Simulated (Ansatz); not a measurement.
# CH₄OSn (SMILES [CH3][Sn][OH]): a relaxed scan of the bond length C1–H5

One table from this session's results is given with a row withheld; the runs are named, their logs left out.

Computed with Ansatz 0.2.0, Gaussian basis. Level: single points in def2-TZVPP.

Levels: PBE-D4, r2SCAN-D4, PBE0-D4, B3LYP-D4, wB97M-V, Hartree-Fock, MP2, CCSD, CCSD(T). The scan takes 0.895, 0.941, 1.009, 1.087, 1.175, 1.269, 1.368, 1.473, 1.583 Å.

Correlated methods freeze the cores. Filled d shells of the heavier atoms are correlated. Core potentials replace the inner electrons past krypton, and spin-orbit coupling is left out. B3LYP uses VWN-RPA correlation.

20 further runs of the same task are left out: 20 set aside as unsound or not needed.

**Starting geometry**

The minimum, relaxed at PBE0-D4: SMILES `[CH3][Sn][OH]`, 7 atoms, charge 0, spin multiplicity 1.

Atoms are counted from 1 here; the program's logs count them from 0.

Bond lengths: C1–Sn2 2.195 Å, C1–H4 1.095 Å, C1–H5 1.092 Å, C1–H6 1.095 Å, Sn2–O3 1.985 Å, O3–H7 0.961 Å. Angles: Sn2–C1–H4 109.6°, Sn2–C1–H5 112.6°, Sn2–C1–H6 109.6°, H4–C1–H5 108.5°, H4–C1–H6 107.8°, H5–C1–H6 108.5°, C1–Sn2–O3 94.9°, Sn2–O3–H7 114.5°.

As a file:

```xyz
7
charge 0, multiplicity 1
C    -0.77313    0.48642   -0.22668
Sn    1.31042    0.35341   -0.90381
O     1.82115   -1.05761    0.39573
H    -1.25970   -0.48766   -0.34227
H    -1.34893    1.22964   -0.78172
H    -0.79874    0.74890    0.83600
H     1.11023   -1.34111    0.97705
```

Energies of the minimum (eV), from earlier single points: PBE-D4 -8979.06617, r2SCAN-D4 -8983.17831, PBE0-D4 -8979.31719, B3LYP-D4 -8985.09305, wB97M-V -8980.02356, CCSD(T) -8959.27732.

At the minimum the bond length C1–H5 is 1.092 Å.

The first run:

relax/in.yaml

```yaml
crystal:
  periodic: [false, false, false]
  atoms:
    - {symbol: C, position_ang: [-0.773134, 0.486425, -0.226685]}
    - {symbol: Sn, position_ang: [1.310421, 0.353415, -0.903810]}
    - {symbol: O, position_ang: [1.821153, -1.057606, 0.395733]}
    - {symbol: H, position_ang: [-1.259703, -0.487664, -0.342273]}
    - {symbol: H, position_ang: [-1.245150, 1.095687, -0.681686]}
    - {symbol: H, position_ang: [-0.798739, 0.748902, 0.836003]}
    - {symbol: H, position_ang: [1.110228, -1.341111, 0.977054]}
basis:
  gaussian: {orbitals: def2-TZVP}
hamiltonian: {xc: pbe0, dispersion: d4}
relax: {f_tol: 0.005, max_steps: 200, constraints: [{distance: [0, 4]}]}
```

No record of the launch command was kept for these runs.

Steps of the session up to this table: C1–H5 = 0.895 Å; C1–H5 = 0.941 Å; C1–H5 = 1.009 Å; C1–H5 = 1.087 Å; C1–H5 = 1.175 Å; C1–H5 = 1.269 Å; C1–H5 = 1.368 Å; C1–H5 = 1.473 Å; C1–H5 = 1.583 Å.

One of the session's tables, all rows but one given; the rest of the session is left out.

It belongs to the step «The curves». Energies less that of the minimum at the same level (kJ/mol):

```
bond length (Å)  PBE-D4  PBE0-D4  B3LYP-D4  wB97M-V  Hartree-Fock
          0.895    95.4     91.9      89.7     89.9          88.2
          0.941    51.5     48.6      47.3     47.4          45.5
          1.009    14.3     12.6      12.1     12.0          10.7
          1.087     0.1      0.0       0.0      0.0          -0.1
1.092 (minimum)     0.0      0.0       0.0      0.0           0.0
          1.175       ?        ?         ?        ?             ?
          1.269    31.7     36.1      35.5     36.6          41.2
          1.368    66.2     73.5      71.5     74.5          82.2
          1.473   101.2    110.7     107.0    112.3         122.2
          1.583   142.4    154.5     149.2    156.1         168.7
```

Estimate the missing values for bond length (Å) = 1.175.

The run gave: PBE-D4: 7.6; PBE0-D4: 9.5; B3LYP-D4: 9.5; wB97M-V: 9.9; Hartree-Fock: 11.8.

Caveats from the session: A polynomial through the near points puts the CCSD(T) minimum 0.002 Å below the PBE0-D4 value.
